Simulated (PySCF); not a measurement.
# Sm⁴⁰⁺, Sm⁴¹⁺: ionisation energy in even-tempered 16s11p7d4f3g, part 2 of 2

Aim: the ionisation energy of samarium from differences of total energies, at each level of theory, and how far each lands from the tabulated value where there is one.

PySCF 2.14.0; even-tempered 16s11p7d4f3g, no relativity, point nucleus. The scripts are equivalent inputs of a driver's runs.

## 3. Sm⁴¹⁺

**UHF**

input.py reads:

```python
from pyscf import gto, scf, dft, mp, cc
mol = gto.M(atom="Sm 0 0 0", charge=41, spin=3, symmetry="D2h",
            basis=gto.etbs([(0, 16, 7.7, 2.5), (1, 11, 10, 2.5), (2, 7, 10, 2.5), (3, 4, 37, 2.7), (4, 3, 55, 2.7)]))
mf = scf.UHF(mol)
mf.irrep_nelec = {'Ag': (3, 3), 'B1g': (1, 0), 'B2g': (1, 0), 'B3g': (1, 0), 'B1u': (2, 2), 'B2u': (2, 2), 'B3u': (2, 2)}
mf.kernel()
```

Output:

```text
damping factor = 0
level_shift factor = 0
DIIS = <class 'pyscf.scf.diis.CDIIS'>
diis_start_cycle = 1
diis_space = 10
diis_damp = 0
SCF conv_tol = 1e-09
SCF conv_tol_grad = None
number electrons alpha = 12  beta = 9
cycle= 1 E= -8693.89893540089  delta_E= -0.0105  |g|= 0.0465  |ddm|= 0.0108
cycle= 2 E= -8693.89895368897  delta_E= -1.83e-05  |g|= 0.00205  |ddm|= 0.000525
cycle= 3 E= -8693.89895372769  delta_E= -3.87e-08  |g|= 1.49e-05  |ddm|= 2.63e-05
cycle= 4 E= -8693.8989537277  delta_E= -1.09e-11  |g|= 1.55e-07  |ddm|= 2.27e-07
converged SCF energy = -8693.8989537277  <S^2> = 3.750236  2S+1 = 4.000118
```

It used 12 s of CPU time after the integrals (shared host).

The occupied shells:

| shell | electrons | mean orbital energy (eV) | spread (eV) | rms radius (bohr) |
| --- | --- | --- | --- | --- |
| 1s α | 1 | -46766.2 | 0 | 0.0283 |
| 1s β | 1 | -46765.7 | 0 | 0.0283 |
| 2s α | 1 | -9347.7 | 0 | 0.112 |
| 2s β | 1 | -9322.5 | 0 | 0.112 |
| 2p α | 3 | -8992.9 | 0 | 0.0966 |
| 2p β | 3 | -8969.2 | 0 | 0.0966 |
| 3s α | 1 | -3500.8 | 0 | 0.270 |
| 3s β | 1 | -3477.6 | 0 | 0.270 |
| 3p α | 3 | -3352.7 | 0 | 0.260 |
| 3p β | 3 | -3321.7 | 0 | 0.260 |
| 3d α | 3 | -3129.3 | 0 | 0.226 |

⟨S²⟩ = 3.750, ⟨L²⟩ = 12.00.

Spin-orbit constants on these orbitals (cm⁻¹; bare nucleus, screened nucleus, mean field): 3d 117800, 98760, 98110. To first order in LS coupling the lowest level has J = 3/2 and lies 24.3 eV below the centre of the term.

A non-relativistic calculation at this Z misses sizeable relativistic shifts. Spin-orbit coupling is strong in this species (close to jj coupling), so the high-spin LS determinant is a model state, not a physical level.

**LDA**

Changes to input.py:

```diff
@@ -3,3 +3,3 @@
             basis=gto.etbs([(0, 16, 7.7, 2.5), (1, 11, 10, 2.5), (2, 7, 10, 2.5), (3, 4, 37, 2.7), (4, 3, 55, 2.7)]))
-mf = scf.UHF(mol)
+mf = dft.UKS(mol, xc="LDA,VWN")
 mf.irrep_nelec = {'Ag': (3, 3), 'B1g': (1, 0), 'B2g': (1, 0), 'B3g': (1, 0), 'B1u': (2, 2), 'B2u': (2, 2), 'B3u': (2, 2)}
```

Output:

```text
damping factor = 0
level_shift factor = 0
DIIS = <class 'pyscf.scf.diis.CDIIS'>
diis_start_cycle = 1
diis_space = 10
diis_damp = 0
SCF conv_tol = 1e-09
SCF conv_tol_grad = None
number electrons alpha = 12  beta = 9
XC functionals = LDA,VWN
    P. A. M. Dirac.,  Math. Proc. Cambridge Philos. Soc. 26, 376 (1930)
    F. Bloch.,  Z. Phys. 57, 545 (1929)
    S. H. Vosko, L. Wilk, and M. Nusair.,  Can. J. Phys. 58, 1200 (1980)
cycle= 1 E= -8687.54765706721  delta_E= -0.0181  |g|= 0.0501  |ddm|= 0.0543
cycle= 2 E= -8687.54766099447  delta_E= -3.93e-06  |g|= 0.00323  |ddm|= 0.000502
cycle= 3 E= -8687.54766103212  delta_E= -3.77e-08  |g|= 0.000157  |ddm|= 5.95e-05
cycle= 4 E= -8687.5476610323  delta_E= -1.76e-10  |g|= 3.08e-06  |ddm|= 4.77e-06
converged SCF energy = -8687.5476610323  <S^2> = 3.7500413  2S+1 = 4.0000207
```

CPU time 1.7 s on a shared host, the integrals not counted.

**PBE**

input.py reads:

```python
from pyscf import gto, scf, dft, mp, cc
mol = gto.M(atom="Sm 0 0 0", charge=41, spin=3, symmetry="D2h",
            basis=gto.etbs([(0, 16, 7.7, 2.5), (1, 11, 10, 2.5), (2, 7, 10, 2.5), (3, 4, 37, 2.7), (4, 3, 55, 2.7)]))
mf = dft.UKS(mol, xc="PBE")
mf.irrep_nelec = {'Ag': (3, 3), 'B1g': (1, 0), 'B2g': (1, 0), 'B3g': (1, 0), 'B1u': (2, 2), 'B2u': (2, 2), 'B3u': (2, 2)}
mf.kernel()
```

Output:

```text
damping factor = 0
level_shift factor = 0
DIIS = <class 'pyscf.scf.diis.CDIIS'>
diis_start_cycle = 1
diis_space = 10
diis_damp = 0
SCF conv_tol = 1e-09
SCF conv_tol_grad = None
number electrons alpha = 12  beta = 9
XC functionals = PBE
    J. P. Perdew, K. Burke, and M. Ernzerhof.,  Phys. Rev. Lett. 77, 3865 (1996)
    J. P. Perdew, K. Burke, and M. Ernzerhof.,  Phys. Rev. Lett. 78, 1396 (1997)
    J. P. Perdew, K. Burke, and M. Ernzerhof.,  Phys. Rev. Lett. 77, 3865 (1996)
    J. P. Perdew, K. Burke, and M. Ernzerhof.,  Phys. Rev. Lett. 78, 1396 (1997)
cycle= 1 E= -8694.33594134658  delta_E= -0.0108  |g|= 0.0148  |ddm|= 0.041
cycle= 2 E= -8694.33594220456  delta_E= -8.58e-07  |g|= 0.000549  |ddm|= 0.000389
cycle= 3 E= -8694.33594220755  delta_E= -2.99e-09  |g|= 6.87e-05  |ddm|= 2.54e-05
cycle= 4 E= -8694.3359422076  delta_E= -5.46e-11  |g|= 2.13e-06  |ddm|= 2.2e-06
converged SCF energy = -8694.3359422076  <S^2> = 3.7500567  2S+1 = 4.0000283
```

CPU time 2.1 s on a shared host, the integrals not counted.

**PBE0**

input.py reads:

```python
from pyscf import gto, scf, dft, mp, cc
mol = gto.M(atom="Sm 0 0 0", charge=41, spin=3, symmetry="D2h",
            basis=gto.etbs([(0, 16, 7.7, 2.5), (1, 11, 10, 2.5), (2, 7, 10, 2.5), (3, 4, 37, 2.7), (4, 3, 55, 2.7)]))
mf = dft.UKS(mol, xc="PBE0")
mf.irrep_nelec = {'Ag': (3, 3), 'B1g': (1, 0), 'B2g': (1, 0), 'B3g': (1, 0), 'B1u': (2, 2), 'B2u': (2, 2), 'B3u': (2, 2)}
mf.kernel()
```

Output:

```text
damping factor = 0
level_shift factor = 0
DIIS = <class 'pyscf.scf.diis.CDIIS'>
diis_start_cycle = 1
diis_space = 10
diis_damp = 0
SCF conv_tol = 1e-09
SCF conv_tol_grad = None
number electrons alpha = 12  beta = 9
XC functionals = PBE0
    C. Adamo and V. Barone.,  J. Chem. Phys. 110, 6158 (1999)
    M. Ernzerhof and G. E. Scuseria.,  J. Chem. Phys. 110, 5029 (1999)
cycle= 1 E= -8694.49166464829  delta_E= -0.00773  |g|= 0.0176  |ddm|= 0.0298
cycle= 2 E= -8694.49166640505  delta_E= -1.76e-06  |g|= 0.000461  |ddm|= 0.000613
cycle= 3 E= -8694.49166640697  delta_E= -1.92e-09  |g|= 4.83e-05  |ddm|= 1.52e-05
cycle= 4 E= -8694.49166640698  delta_E= -1.09e-11  |g|= 1.64e-06  |ddm|= 1.46e-06
converged SCF energy = -8694.49166640698  <S^2> = 3.7500876  2S+1 = 4.0000438
```

CPU time 4.3 s on a shared host, the integrals not counted.

**r2SCAN**

input.py reads:

```python
from pyscf import gto, scf, dft, mp, cc
mol = gto.M(atom="Sm 0 0 0", charge=41, spin=3, symmetry="D2h",
            basis=gto.etbs([(0, 16, 7.7, 2.5), (1, 11, 10, 2.5), (2, 7, 10, 2.5), (3, 4, 37, 2.7), (4, 3, 55, 2.7)]))
mf = dft.UKS(mol, xc="R2SCAN")
mf.irrep_nelec = {'Ag': (3, 3), 'B1g': (1, 0), 'B2g': (1, 0), 'B3g': (1, 0), 'B1u': (2, 2), 'B2u': (2, 2), 'B3u': (2, 2)}
mf.kernel()
```

Output:

```text
damping factor = 0
level_shift factor = 0
DIIS = <class 'pyscf.scf.diis.CDIIS'>
diis_start_cycle = 1
diis_space = 10
diis_damp = 0
SCF conv_tol = 1e-09
SCF conv_tol_grad = None
number electrons alpha = 12  beta = 9
XC functionals = R2SCAN
    J. W. Furness, A. D. Kaplan, J. Ning, J. P. Perdew, and J. Sun.,  J. Phys. Chem. Lett. 11, 8208-8215 (2020)
    J. W. Furness, A. D. Kaplan, J. Ning, J. P. Perdew, and J. Sun.,  J. Phys. Chem. Lett. 11, 9248-9248 (2020)
    J. W. Furness, A. D. Kaplan, J. Ning, J. P. Perdew, and J. Sun.,  J. Phys. Chem. Lett. 11, 8208-8215 (2020)
    J. W. Furness, A. D. Kaplan, J. Ning, J. P. Perdew, and J. Sun.,  J. Phys. Chem. Lett. 11, 9248-9248 (2020)
cycle= 1 E= -8694.98768689113  delta_E= -0.00925  |g|= 0.0203  |ddm|= 0.028
cycle= 2 E= -8694.98768898712  delta_E= -2.1e-06  |g|= 0.000643  |ddm|= 0.000536
cycle= 3 E= -8694.9876889897  delta_E= -2.58e-09  |g|= 6.81e-05  |ddm|= 1.93e-05
cycle= 4 E= -8694.98768898971  delta_E= -1.27e-11  |g|= 5.47e-07  |ddm|= 1.7e-06
converged SCF energy = -8694.98768898971  <S^2> = 3.7501184  2S+1 = 4.0000592
```

It used 6 s of CPU time after the integrals (shared host).

**MN15**

input.py reads:

```python
from pyscf import gto, scf, dft, mp, cc
mol = gto.M(atom="Sm 0 0 0", charge=41, spin=3, symmetry="D2h",
            basis=gto.etbs([(0, 16, 7.7, 2.5), (1, 11, 10, 2.5), (2, 7, 10, 2.5), (3, 4, 37, 2.7), (4, 3, 55, 2.7)]))
mf = dft.UKS(mol, xc="MN15")
mf.irrep_nelec = {'Ag': (3, 3), 'B1g': (1, 0), 'B2g': (1, 0), 'B3g': (1, 0), 'B1u': (2, 2), 'B2u': (2, 2), 'B3u': (2, 2)}
mf.kernel()
```

Output:

```text
damping factor = 0
level_shift factor = 0
DIIS = <class 'pyscf.scf.diis.CDIIS'>
diis_start_cycle = 1
diis_space = 10
diis_damp = 0
SCF conv_tol = 1e-09
SCF conv_tol_grad = None
number electrons alpha = 12  beta = 9
XC functionals = MN15
    H. S. Yu, X. He, S. L. Li, and D. G. Truhlar.,  Chem. Sci. 7, 5032-5051 (2016)
    H. S. Yu, X. He, S. L. Li, and D. G. Truhlar.,  Chem. Sci. 7, 5032-5051 (2016)
cycle= 1 E= -8697.06944905285  delta_E= -0.386  |g|= 3.55  |ddm|= 0.173
cycle= 2 E= -8697.07031292411  delta_E= -0.000864  |g|= 0.137  |ddm|= 0.00623
cycle= 3 E= -8697.0703217949  delta_E= -8.87e-06  |g|= 0.00462  |ddm|= 0.000777
cycle= 4 E= -8697.07032190199  delta_E= -1.07e-07  |g|= 0.000145  |ddm|= 9.97e-05
cycle= 5 E= -8697.07032190206  delta_E= -6.91e-11  |g|= 8.76e-07  |ddm|= 2.9e-06
converged SCF energy = -8697.07032190206  <S^2> = 3.7501266  2S+1 = 4.0000633
```

CPU time 9.8 s on a shared host, the integrals not counted.

**PBEsol**

input.py reads:

```python
from pyscf import gto, scf, dft, mp, cc
mol = gto.M(atom="Sm 0 0 0", charge=41, spin=3, symmetry="D2h",
            basis=gto.etbs([(0, 16, 7.7, 2.5), (1, 11, 10, 2.5), (2, 7, 10, 2.5), (3, 4, 37, 2.7), (4, 3, 55, 2.7)]))
mf = dft.UKS(mol, xc="PBEsol")
mf.irrep_nelec = {'Ag': (3, 3), 'B1g': (1, 0), 'B2g': (1, 0), 'B3g': (1, 0), 'B1u': (2, 2), 'B2u': (2, 2), 'B3u': (2, 2)}
mf.kernel()
```

Output:

```text
damping factor = 0
level_shift factor = 0
DIIS = <class 'pyscf.scf.diis.CDIIS'>
diis_start_cycle = 1
diis_space = 10
diis_damp = 0
SCF conv_tol = 1e-09
SCF conv_tol_grad = None
number electrons alpha = 12  beta = 9
XC functionals = PBEsol
    J. P. Perdew, A. Ruzsinszky, G. I. Csonka, O. A. Vydrov, G. E. Scuseria, L. A. Constantin, X. Zhou, and K. Burke.,  Phys. Rev. Lett. 100, 136406 (2008)
    J. P. Perdew, A. Ruzsinszky, G. I. Csonka, O. A. Vydrov, G. E. Scuseria, L. A. Constantin, X. Zhou, and K. Burke.,  Phys. Rev. Lett. 100, 136406 (2008)
cycle= 1 E= -8691.18849536436  delta_E= -0.0123  |g|= 0.0287  |ddm|= 0.0434
cycle= 2 E= -8691.18849672507  delta_E= -1.36e-06  |g|= 0.00141  |ddm|= 0.000328
cycle= 3 E= -8691.1884967299  delta_E= -4.82e-09  |g|= 6.11e-05  |ddm|= 1.79e-05
cycle= 4 E= -8691.18849672995  delta_E= -5.28e-11  |g|= 3.03e-06  |ddm|= 1.86e-06
converged SCF energy = -8691.18849672995  <S^2> = 3.7500504  2S+1 = 4.0000252
```

It used 2.2 s of CPU time after the integrals (shared host).

**MP2 (outer shells)**

input.py reads:

```python
from pyscf import gto, scf, dft, mp, cc
mol = gto.M(atom="Sm 0 0 0", charge=41, spin=3, symmetry="D2h",
            basis=gto.etbs([(0, 16, 7.7, 2.5), (1, 11, 10, 2.5), (2, 7, 10, 2.5), (3, 4, 37, 2.7), (4, 3, 55, 2.7)]))
mf = scf.UHF(mol)
mf.irrep_nelec = {'Ag': (3, 3), 'B1g': (1, 0), 'B2g': (1, 0), 'B3g': (1, 0), 'B1u': (2, 2), 'B2u': (2, 2), 'B3u': (2, 2)}
mf.kernel()
mp.UMP2(mf, frozen=5).kernel()
```

This step left no log, only its results.

CPU time 2.7 s on a shared host, the integrals not counted.

With 11 electrons correlated, the MP2 correlation energy is -0.47889 hartree (-0.14152 same spin, -0.33737 opposite spin); the SCS form gives -0.45202. Largest pairs of shells: 3p-3p -0.2236, 3p-3d -0.1505, 3s-3p -0.0493, 3s-3d -0.0255, 3d-3d -0.0196.

Radial density 4πr²ρ of Sm⁴¹⁺ at UHF:

```
r (bohr)  density  spin density
0.000479    0.459         0.000
0.000805     1.25         0.000
 0.00135     3.30         0.000
 0.00228     8.32         0.000
 0.00383     19.4         0.000
 0.00644     39.8        -0.001
  0.0108     65.9        -0.001
  0.0182     78.9         0.003
  0.0307     70.8         0.076
  0.0516     86.9         0.808
  0.0867     92.5         5.058
   0.146     50.8        14.270
   0.245     52.7        11.173
   0.413     6.71         1.055
   0.694   0.0400         0.006
```

## 4. Orbital energies side by side

Highest occupied Hartree-Fock shell of each state: Sm⁴⁰⁺ 3d α at -3021.9 eV; Sm⁴¹⁺ 3d α at -3129.3 eV.

## 5. The energy differences

Ionisation energy: Sm⁴⁰⁺ [Ar] 3d4 (5D) → Sm⁴¹⁺ [Ar] 3d3 (4F).

| method | value (eV) | less the reference (eV) | CPU time, both states (s) |
| --- | --- | --- | --- |
| UHF | 3015.8 | -12.2 | 25 |
| LDA | 3015.3 | -12.7 | 3.4 |
| PBE | 3014.4 | -13.6 | 4.3 |
| PBE0 | 3015.2 | -12.8 | 8.7 |
| r2SCAN | 3014.3 | -13.7 | 12 |
| MN15 | 3016.7 | -11.3 | 20 |
| PBEsol | 3014.5 | -13.5 | 4.4 |
| MP2 (outer shells) | 3016.0 | -12.0 | 31 |
| SCS-MP2 (outer shells) | 3015.5 | -12.5 | 31 |

Reference: 3028 ± 4 eV (theoretical estimate listed by NIST; NIST Atomic Spectra Database, ionization energies). Spin-orbit coupling is strong in these open shells (close to jj coupling). The scalar numbers leave it out, so it can dominate the gap to the real levels. The calculation is non-relativistic, so it cannot be held against the reference.

Times are CPU seconds on a shared host without the integrals; correlated rows include their Hartree-Fock run, whose time holds the symmetry-adapted start and any spin-orbit constants, while functionals begin from orbitals already made.

## 6. Summary of results

What follows sums up all 2 parts.

```
                quantity                                                         value
ionisation energy, Sm⁴⁰⁺  UHF 3015.8, MP2 (outer shells) 3016.0 eV; reference 3028 ± 4
```

**Reading.** The methods span 2.360 eV, from r2SCAN (3014.3) to MN15 (3016.7). The reference is uncertain or not like for like (spin-orbit coupling or other relativistic terms), so no ranking of close methods is drawn. All values hold for this basis alone; no basis-set limit was taken.
